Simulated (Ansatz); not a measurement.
# NaSb2Au (P-3m1) in Ansatz: a series of runs

Runs on NaSb2Au. Level: HSE06 form with a typed share of exact exchange. Tasks: single point.

All numbers are computed with Ansatz 0.2.0; they aren't measurements. Logs are shortened: lines on timing, memory, paths and dates and some standing lists are left out, and cuts for length are marked.

**1. The structure**

The structure is trigonal, space group P-3m1 (No. 164). The conventional cell has a = 4.357 Å, b = 4.357 Å, c = 6.818 Å, α = 90.00°, β = 90.00°, γ = 120.00°. Na (site symmetry -3m) has 6 Sb at 3.31 Å and 2 Au at 3.41 Å as nearest neighbours. Around Sb (site symmetry 3m) lie 3 Au at 2.81 Å. Au (site symmetry -3m) has 6 Sb at 2.81 Å as nearest neighbours.

The cell was built by a generator and needn't be a form met in nature.

**2. Single point, HSE06 form with a typed share of exact exchange**

Input file input.yaml:

```yaml
crystal:
  lattice:
    - [4.3573, 0.0, 0.0]
    - [-2.17865, 3.77354, 0.0]
    - [0.0, 0.0, 6.81847]
  atoms:
    - { symbol: Na, position: [0.0, 0.0, 0.5] }
    - { symbol: Sb, position: [0.66667, 0.33333, 0.81632] }
    - { symbol: Sb, position: [0.33333, 0.66667, 0.18368] }
    - { symbol: Au, position: [0.0, 0.0, 0.0] }
hamiltonian:
  xc: { exchange: pbe, correlation: pbe, exx: { coeff: 0.3, omega: 0.2 } }
  pseudopotentials: { kind: paw }
kpoints:
  mp_grid: { grid: [4, 4, 2] }
scf:
  occupations: { method: fermi_dirac, width: 0.05 }
output:
  forces: true
  stress: true
  eigenvalues: true
```

Potentials or basis: Ansatz PAW.

Launch:

```bash
ansatz run input.yaml --threads 2 --pin off --max-ram 5632MiB --backend cpu --events-out ev --progress --plain --runs-dir out
```

Log:

```text
Warning: the atoms were moved onto the symmetric positions of the space group found under crystal.symmetry.tolerance 1.0e-5 (fractional; no operation is sought that the atoms, as they stand in a round, miss by more than twice it, and no atom is moved by as much as it), and the run uses the moved positions. Before a round's move an operation carried an atom to 4.36e-5 Å from where it should land, the largest such distance. Atom 1 (counting from 0) moved farthest, by 2.52e-5 Å; the longest move in fractions of the cell, of whichever atom, is 0.47 of the tolerance, in 1 round. To run the atoms as typed, lower crystal.symmetry.tolerance until the operations that they miss are no longer found, or set crystal.symmetry.detect: false (a key that needs symmetry detection or time reversal refuses this as the deck is read). The positions used, in the order of the run's atom list: position: [0.0, 0.0, 0.5]; position: [0.6666666666666666, 0.3333333333333333, 0.81632]; position: [0.3333333333333333, 0.6666666666666666, 0.18368]; position: [0.0, 0.0, 0.0]; The lattice was moved too: crystal.lattice keeps the space group found at crystal.symmetry.tolerance 1.0e-5 only nearly: the operation that it misses by the most changes a squared length by the fraction 3.45e-6. The run uses the lattice that is a stretch of the typed one, with no rotation, onto the one that keeps every operation to a double's rounding (on a very oblique basis the stretch itself rounds by more); the deck's lattice vector that moved farthest moved by 4.33e-6 Å. To run the lattice as typed, set crystal.symmetry.tolerance under 3.44e-6, the least fraction by which an operation that the lattice misses changes a squared length (the same key also sets how far an atom may lie from its image, so lowering it can lose operations that the atoms keep only within it), or set crystal.symmetry.detect: false, as for the atoms. crystal.lattice made exact, in Å and degrees: [[4.357304334799977, 0.0, 0.0], [-2.1786521673999886, 3.773536245956835, 0.0], [0.0, 0.0, 6.81847]]. Pasted over the deck's crystal.lattice, beside positions in fractional coordinates, it runs the same cell (given as lengths and angles, that cell in the form's own orientation, a rigid turn of the misfit's size from the one run here, for which a checkpoint.post_process_only pass over this run's state can be refused: where this run relaxes nothing, give such a pass this deck's own crystal.lattice, as typed; behind a relaxation, as crystal.lattice, the state's own cell, identity.cell in its checkpoint.json), and a matrix so pasted ends this notice, except on a very skew basis of the lattice, where the rounding of the pasted numbers themselves can read as a misfit: the cell is then moved again, and that move is told again. The lattice as run is in this notice's lattice.as_run_ang field (Run.prep()["deck_notices"] in Python, the deck_notice line of an events file, deck_notices of ansatz run --dry-run=json, or deck_notices in record.json in the deck's checkpoint.write directory).
Warning: output.stress: scf.convergence.dr2_threshold = 1e-7 eV (the SCF's general default) is looser than the 4e-10 eV advised for a printed stress (1e-10 eV for each atom of the cell: 4). What an SCF threshold leaves in a stress goes as its square root, and in the free energy as the threshold itself, and one threshold admits the most on a small cell: of the crystals measured, under no hybrid functional and no lock of the moments, on runs that ended without the residual-converged pass, on stresses that held no estimate of that error, the worst erred by over 100 MPa in a component at 1e-7 eV an atom and by under 5 at 1e-10. Set scf.convergence.dr2_threshold to 4e-10 eV or tighter. The threshold is an SCF's pass mark: one that does not reach it within its budget of iterations ends unconverged, or closes short of it on a stop that the run arms, and scf.convergence.dr2_threshold's page says what that costs each kind of run
Warning: output.stress: scf.exx.energy_threshold = 1e-6 eV is looser than the 4e-8 eV advised for a stress under a hybrid functional (1e-8 eV for each atom of the cell: 4). Every SCF of the exchange loop can meet its threshold on dr2 while the loop round them stops early: no threshold on dr2 bounds what that leaves in the stress. Set scf.exx.energy_threshold to 4e-8 eV or tighter. The threshold is the loop's pass mark: a loop that does not reach it within its budget of cycles ends unconverged, and scf.exx.energy_threshold's page has the law
Warning: RAYON_NUM_THREADS=2 ignored (pool sized by the plan → 2); use --threads N
Engine: ansatz 0.2.0, aarch64-unknown-linux-gnu
Pseudopotentials: kind: paw
Pseudopotential: Na, paw, valence charge 9, recommended cutoff 420 eV (normal), Na.paw.azcp
Pseudopotential: Sb, paw, valence charge 15, recommended cutoff 420 eV (normal), Sb.paw.azcp
Pseudopotential: Au, paw, valence charge 19, recommended cutoff 420 eV (normal), Au.paw.azcp
Functional definition: unnamed
  parameter a_1 = 0.3
  parameter omega_1 = 0.2/angstrom
  exchange = pbe_x + (-a_1)*pbe_x_sr(omega_1) + a_1*exact_x_sr(omega_1)
  correlation = pbe_c
Crystal: 4 atoms, lattice volume = 112.112 Å³
Basis set: ecut = 420 eV, 2225 PW (Γ), exchange–correlation on 60×60×96 points (8 copies of the dense FFT grid, shifted against one another)
Bands: 35, of which v1, the nominal top of the filled ones, is band 29 counted from 1 (28 counted from 0)
Symmetry: 12 space group operations
Space group: P-3m1 (ITA 164), of the structure as read, at distance tolerance 4.8e-5 Å
k-points: 8 of 32
Non-local potential: Na, projectors of the file, l = 0: 3, l = 1: 2, l = 2: 1
Non-local potential: Sb, projectors of the file, l = 0: 2, l = 1: 2, l = 2: 2, l = 3: 2
Non-local potential: Au, projectors of the file, l = 0: 3, l = 1: 2, l = 2: 2, l = 3: 1
PAW form: soft (Blöchl's): semilocal exchange-correlation on the pseudo side does not see the compensation charge
PAW frozen core: Na, regenerated for the run's functional, and the local potential with it (the file was generated under x = pbe(κ = 0.804, μ = 0.2195149727645171), c = pbe(β = 0.06672455060314922))
PAW frozen core: Sb, regenerated for the run's functional, and the local potential with it (the file was generated under x = pbe(κ = 0.804, μ = 0.2195149727645171), c = pbe(β = 0.06672455060314922))
PAW frozen core: Au, regenerated for the run's functional, and the local potential with it (the file was generated under x = pbe(κ = 0.804, μ = 0.2195149727645171), c = pbe(β = 0.06672455060314922))
PAW one-centre angular grid: Na, 110 points (default); XC on 96 Gauss nodes
PAW one-centre angular grid: Sb, 590 points (default); XC on 64 Gauss nodes
PAW one-centre angular grid: Au, 590 points (default); XC on 64 Gauss nodes
Initial density: superposition of atomic densities (neutral atoms: chi_scale 0, normalization atom), corrected by the library's trained network
Initial wavefunctions: pseudopotential atomic-orbital guess
Functional: x = pbe(κ = 0.804, μ = 0.2195149727645171), c = pbe(β = 0.06672455060314922), warm-up for x = pbe(κ = 0.804, μ = 0.2195149727645171) + 0.3 (exact − pbe) at short range (hse, ω = 0.2 Å⁻¹), c = pbe(β = 0.06672455060314922)
SCF iter   1: F=—  HF=-27605.339488 eV  |F-HF|=—  |Δ(HF+E_count)|=         —  Δρ=2.20e-3  dr2=4.16e-3  ethr=1.77e-3  ⟨swp⟩=8.4  Hψ=1133  notcnv=0
preconditioner: auto → Kerker (q_TF=auto, 2.444 Å⁻¹)  [metal: Δε(μ)=0.059 eV  Ē_g=8.248 eV  σ=0.050 eV  W_gap=0.28  n_scr=22 (ndim 8)  ℏωp=16.4 eV  f_vac=0.065  D(μ)=3.56/eV (n_scr^D=22)]
SCF iter   2: F=—  HF=-27605.339985 eV  |F-HF|=—  |Δ(HF+E_count)|=   4.98e-4  Δρ=1.08e-3  dr2=1.14e-3  ethr=7.17e-6  ⟨swp⟩=3.2  Hψ=733  notcnv=0  defer=1
SCF iter   3: F=—  HF=-27605.340198 eV  |F-HF|=—  |Δ(HF+E_count)|=   2.12e-4  Δρ=4.60e-4  dr2=4.76e-4  ethr=1.96e-6  ⟨swp⟩=2.1  Hψ=519  notcnv=0  defer=1
SCF iter   4: F=—  HF=-27605.340239 eV  |F-HF|=—  |Δ(HF+E_count)|=   4.16e-5  Δρ=1.63e-4  dr2=1.10e-4  ethr=8.21e-7  ⟨swp⟩=3.1  Hψ=545  notcnv=0  defer=1
SCF iter   5: F=—  HF=-27605.340244 eV  |F-HF|=—  |Δ(HF+E_count)|=   4.14e-6  Δρ=9.24e-5  dr2=1.99e-5  ethr=1.90e-7  ⟨swp⟩=3.2  Hψ=626  notcnv=0  defer=1
[... 24 lines left out ...]
hybrid outer 1: dexx = +1.864e-2 eV, tail = 1.83e-4 eV
Exchange kernel: α = 0.3000, screened, ω = 0.2000 Å⁻¹, Wigner–Seitz truncation, v(0) = 1106.8438 eV·Å³, q-mesh 4×4×2, nearest image of the exchange supercell L = 13.64 Å, pair-density grid 20×20×32, without the augmentation charges, whose exchange is taken in its separable form by FFT convolution over the k-point mesh (sized by the pseudopotential files, 27×27×48 at the most), smooth part of the exact exchange by density-matrix convolution
Frozen-core exchange: fock
SCF iter   1: F=—  HF=-27619.085848 eV  |F-HF|=—  |Δ(HF+E_count)|=         —  Δρ=9.16e-5  dr2=8.43e-6  ethr=1.58e-6  ⟨swp⟩=4.1  Hψ=625  notcnv=0
preconditioner: auto → Kerker (q_TF=auto, 2.444 Å⁻¹)  [metal: Δε(μ)=0.055 eV  Ē_g=9.727 eV  σ=0.050 eV  W_gap=0.26  n_scr=22 (ndim 8)  ℏωp=16.4 eV  f_vac=0.064  D(μ)=3.59/eV (n_scr^D=22)]
SCF iter   2: F=—  HF=-27619.085852 eV  |F-HF|=—  |Δ(HF+E_count)|=   3.21e-6  Δρ=5.72e-5  dr2=4.15e-6  ethr=1.38e-8  ⟨swp⟩=4.1  Hψ=743  notcnv=0
SCF iter   3: F=—  HF=-27619.085850 eV  |F-HF|=—  |Δ(HF+E_count)|=   1.26e-6  Δρ=1.97e-5  dr2=9.49e-7  ethr=7.10e-9  ⟨swp⟩=3.1  Hψ=591  notcnv=0  defer=1
SCF iter   4: F=—  HF=-27619.085850 eV  |F-HF|=—  |Δ(HF+E_count)|=   1.62e-7  Δρ=9.57e-6  dr2=1.52e-7  ethr=1.61e-9  ⟨swp⟩=4.1  Hψ=613  notcnv=0  defer=1
SCF iter   5: F=—  HF=-27619.085850 eV  |F-HF|=—  |Δ(HF+E_count)|=   3.80e-8  Δρ=3.59e-6  dr2=2.89e-8  ethr=2.56e-10  ⟨swp⟩=3.9  Hψ=665  notcnv=0  defer=1
SCF iter   6: F=—  HF=-27619.085850 eV  |F-HF|=—  |Δ(HF+E_count)|=   4.54e-9  Δρ=1.30e-6  dr2=2.70e-9  ethr=4.91e-11  ⟨swp⟩=3.6  Hψ=641  notcnv=0  defer=2
SCF iter   7: F=-27619.085850 eV  HF=-27619.085850 eV  |F-HF|=1.24e-10  |Δ(HF+E_count)|=  5.09e-11  Δρ=4.88e-7  dr2=2.72e-10  ethr=4.59e-12  ⟨swp⟩=4.0  Hψ=678  notcnv=0  defer=1
SCF 3 converged in 7 iterations: F = -27619.085850 eV  dr2 = 2.72e-10
  Residual-converged pass: ⟨swp⟩=3.8  Hψ=652  notcnv=0  max |occ|·‖R‖ = 2.7e-7 eV (tolerance 2.7e-7 eV)  dr2=2.78e-10  dr2_onsite=8.10e-11  max |Δocc| = 1.4e-12
hybrid outer 2: dexx = +3.420e-6 eV, tail = 5.70e-8 eV, Δε = 5.67e-3 eV (about 1.44e-4 eV left of the loop's levels), ΔF = 4.32e-4 eV/Å (tail 2.21e-4)
hybrid SCF converged: 2 outer / 13 inner (+11 warm-up), last move |dexx| = 3.42e-6 eV, tail = 5.70e-8 eV
Stability not checked: this state was not tested for a lower state beside it, because the functional holds exact exchange (a hybrid, or Hartree-Fock), whose exchange loop this test does not read (fock_operator; see scf.lower_state_search)
Free energy (F): -27619.085850 eV
Frozen-core exchange: fock
Harris-Foulkes:  -27619.085850 eV  (|F-HF|=1.24e-10)
Internal energy: -27619.059239 eV  (E = F + TS)
E sigma→0 (E₀):  -27619.072545 eV
Entropy (-TS):   -0.026611 eV (-6.653 meV/atom)
Fermi energy:    8.784799 eV
--- Per-component energies (eV) ---
  E_band       = -1144.179268
  E_kinetic    = 1136.760890
  E_local      = -8226.904132  (includes V_loc(G=0)·N_el)
  E_nonlocal   = 912.283149
  E_hartree    = 3555.261617
  E_xc         = -413.073972
  E_vxc        = -391.270500  (∫ρ·V_xc dr)
  E_exx        = -234.322256  (= α·E_x^exact, valence–valence)
  E_paw        = -19030.674431  (= ΣΔE_a)
  E_vpaw       = -1216.929711  (= ΣTr[D̂ρ^β])
  E_aug_tail   = 0.001403  (compensation charges beyond the density's cutoff)
  E_ewald      = -5316.125276
  E_core_change = -2.266230  (= ΣΔE_core)
  E_smearing   = -0.026611  (= −TS)
  E_closure    = -0.000001  (closes the sum)
  Σ components = -27619.085850   (vs F -27619.085850, Δ=-3.64e-12)
--- Forces (eV/Å), atoms counted from 1 ---
  atom   1  Na     0.00000000     0.00000000     0.00000000
  atom   2  Sb    -0.00000000    -0.00000000     0.22924987
  atom   3  Sb     0.00000000     0.00000000    -0.22924987
  atom   4  Au    -0.00000000    -0.00000000     0.00000000
  max |Σ_I F_I| component: 4.63e-18 eV/Å
--- Stress (GPa, compression-positive) ---
       -2.682893       0.000000       0.000000
        0.000000      -2.682893      -0.000000
        0.000000      -0.000000      -0.274546
  P = ⅓ Tr σ = -1.8801 GPa (-18.801 kbar)
--- Band table (eV; the first three rows and the last of 8) ---
  k-point 0: bands = ["-103.3363", "-53.2620", "-53.2620", "-53.1578", "-49.2557", "-23.4118", "-23.4118", "-23.4070", "-23.4070", "-23.3985", "-23.3985", "-23.3951", "-23.3859", "-23.3768", "-23.3768", "-19.0756", "-19.0756", "-19.0680", "-4.2497", "-1.0734", "1.5735", "1.5735", "1.9432", "2.5600", "2.5600", "5.0210", "8.9905", "8.9905", "9.7654", "10.3986", "10.3986", "11.7049", "12.7477", "14.6140", "14.6140"]
  k-point 1: bands = ["-103.3363", "-53.2620", "-53.2620", "-53.1577", "-49.2557", "-23.4118", "-23.4118", "-23.4071", "-23.4071", "-23.3985", "-23.3985", "-23.3953", "-23.3850", "-23.3768", "-23.3768", "-19.0756", "-19.0756", "-19.0682", "-4.1588", "-1.4257", "1.5749", "1.5749", "2.1863", "2.5597", "2.5597", "6.3773", "7.4555", "8.9222", "8.9222", "10.5754", "10.5754", "12.3698", "12.7661", "14.1557", "14.1557"]
  k-point 2: bands = ["-103.3363", "-53.2615", "-53.2610", "-53.1573", "-49.2557", "-23.4120", "-23.4113", "-23.4072", "-23.4042", "-23.3986", "-23.3969", "-23.3903", "-23.3888", "-23.3783", "-23.3764", "-19.0785", "-19.0762", "-19.0672", "-3.5512", "-1.4116", "1.8119", "1.9408", "2.2476", "2.5048", "2.6623", "4.6992", "5.8906", "7.3505", "8.2653", "10.0298", "10.8862", "11.9044", "13.7191", "14.9016", "15.3298"]
  k-point 7: bands = ["-103.3363", "-53.2608", "-53.2604", "-53.1569", "-49.2556", "-23.4167", "-23.4058", "-23.4055", "-23.4007", "-23.3984", "-23.3965", "-23.3938", "-23.3849", "-23.3797", "-23.3770", "-19.0803", "-19.0780", "-19.0665", "-2.3955", "-1.8018", "1.8959", "2.0022", "2.4551", "2.6213", "3.0417", "3.1042", "5.1513", "6.0469", "7.2338", "10.0074", "10.4018", "13.0987", "13.1646", "14.8788", "14.9767"]
```

Run time: 22 s. Hardware: 2 threads of Arm Neoverse V2, shared host; peak memory 1.2 GiB.

Results:

| Quantity | Value |
| --- | --- |
| Free energy | -27619.0858 eV |
| Pressure | -1.9 GPa |
| Largest force | 0.229 eV/Å |
| Band gap on the k mesh | none (metal or under the smearing width) |

Forces in eV/Å, atoms in the order of the input:
```
Na   0.000  0.000  0.000
Sb   0.000  0.000  0.229
Sb   0.000  0.000 -0.229
Au   0.000  0.000  0.000
```

Stress tensor (GPa, compression positive):
```
-2.68  0.00  0.00
 0.00 -2.68  0.00
 0.00  0.00 -0.27
```

Caveat: the k mesh is coarse (spacing up to 0.46 Å⁻¹), so the values aren't converged, least of all with exact exchange; the PAW data sets come from PBE, with cores solved anew for the run's functional, which leaves a small shift of forces and pressure; the thresholds are loose for stress. The run has no spin-orbit coupling, so splittings on Au, Sb are missing.

**3. Single point, HSE06 form with a typed share of exact exchange**

input.yaml, as its differences from that of step 2:

```diff
@@ -11,3 +11,3 @@
 hamiltonian:
-  xc: { exchange: pbe, correlation: pbe, exx: { coeff: 0.3, omega: 0.2 } }
+  xc: { exchange: pbe, correlation: pbe, exx: { coeff: 0.4, omega: 0.2 } }
   pseudopotentials: { kind: paw }
@@ -21 +21,5 @@
   eigenvalues: true
+  write_density: true
+  write_potential: true
+  elf: true
+  volumetric_format: npy
```

Potentials or basis: Ansatz PAW.

Launch:

```bash
ansatz run input.yaml --threads 2 --pin off --max-ram 5632MiB --backend cpu --events-out ev --progress --plain --runs-dir out
```

Wall time 26 s (2 threads of Arm Neoverse V2, shared host); peak memory 1.2 GiB.

The run converged. Its results:

| Item | Value |
| --- | --- |
| Free energy | -27623.7373 eV |
| Pressure | -2.6 GPa |
| Largest force | 0.336 eV/Å |
| Band gap on the k mesh | none (metal or under the smearing width) |

Forces on the atoms (eV/Å):
```
Na   0.000  0.000  0.000
Sb   0.000  0.000  0.336
Sb   0.000  0.000 -0.336
Au   0.000  0.000  0.000
```

Stress tensor (GPa, compression positive):
```
-3.56  0.00  0.00
 0.00 -3.56  0.00
 0.00  0.00 -0.65
```

Levels at points of the mesh, in eV from the Fermi level:
| k point | band 27 | band 28 | band 29 | band 30 | band 31 | band 32 |
| --- | --- | --- | --- | --- | --- | --- |
| (0.00, 0.00, 0.00) | 0.20 | 0.20 | 1.07 | 1.66 | 1.66 | 3.15 |
| (0.00, 0.00, -0.50) | -1.36 | 0.13 | 0.13 | 1.85 | 1.85 | 3.70 |
| (0.00, -0.50, 0.00) | -4.02 | -2.76 | -1.97 | 0.63 | 2.29 | 2.45 |
| (0.00, -0.50, -0.50) | -4.50 | -2.67 | -0.85 | 0.88 | 1.79 | 3.23 |

Caveat: the k mesh is coarse (spacing up to 0.46 Å⁻¹), so the values aren't converged, least of all with exact exchange; the PAW data sets come from PBE, with cores solved anew for the run's functional, which leaves a small shift of forces and pressure; the thresholds are loose for stress.

**4. Single point, HSE06 form with a typed share of exact exchange**

input.yaml, as its differences from that of step 3:

```diff
@@ -11,3 +11,3 @@
 hamiltonian:
-  xc: { exchange: pbe, correlation: pbe, exx: { coeff: 0.4, omega: 0.2 } }
+  xc: { exchange: pbe, correlation: pbe, exx: { coeff: 0.5, omega: 0.2 } }
   pseudopotentials: { kind: paw }
@@ -21,5 +21 @@
   eigenvalues: true
-  write_density: true
-  write_potential: true
-  elf: true
-  volumetric_format: npy
```

Launch:

```bash
ansatz run input.yaml --threads 2 --pin off --max-ram 5632MiB --backend cpu --events-out ev --progress --plain --runs-dir out
```

Wall time 27 s (2 threads of Arm Neoverse V2, shared host); peak memory 1.2 GiB.

The run converged. Its results:

```yaml
Free_energy: -27628.4220 eV
Pressure: -3.3 GPa
Largest_force: 0.442 eV/Å
Band_gap_on_the_k_mesh: none (metal or under the smearing width)
```

Forces on the atoms (eV/Å):
```
Na   0.000  0.000  0.000
Sb   0.000  0.000  0.442
Sb   0.000  0.000 -0.442
Au   0.000  0.000  0.000
```

Stress tensor (GPa, compression positive):
```
-4.40  0.00  0.00
 0.00 -4.40  0.00
 0.00  0.00 -1.05
```

Levels at points of the mesh, in eV from the Fermi level:
```csv
k point,band 27,band 28,band 29,band 30,band 31,band 32
"(0.00, 0.00, 0.00)",0.18,0.18,1.17,1.71,1.71,3.39
"(0.00, 0.00, -0.50)",-1.39,0.11,0.11,1.90,1.90,3.82
"(0.00, -0.50, 0.00)",-4.23,-2.91,-2.08,0.69,2.39,2.59
"(0.00, -0.50, -0.50)",-4.72,-2.82,-0.93,0.96,1.87,3.40
```

Caveat: the k mesh is coarse (spacing up to 0.46 Å⁻¹), so the values aren't converged, least of all with exact exchange; the PAW data sets come from PBE, with cores solved anew for the run's functional, which leaves a small shift of forces and pressure; the thresholds are loose for stress. The run has no spin-orbit coupling, so splittings on Au, Sb are missing.

**5. Summary**

```csv
share of exact exchange,gap on the mesh (eV),pressure (GPa),largest force (eV/Å)
0.3,none,-1.9,0.23
0.4,none,-2.6,0.34
0.5,none,-3.3,0.44
```

Alike in all rows: task single point; level HSE06 form with a typed share of exact exchange; potentials or basis Ansatz PAW; no spin polarisation; cell as given; k mesh 4 × 4 × 2; cutoff (eV) 420; smearing fermi-dirac 0.05 eV; the mesh is coarse, so values aren't converged.

Caveats: all runs use coarse meshes; the PAW data sets come from PBE, with cores solved anew for the run's functional, which leaves a small shift of forces and pressure; the thresholds are loose for stress.

Total energies depend on the potentials used, so only differences within one code and one set of settings carry meaning.
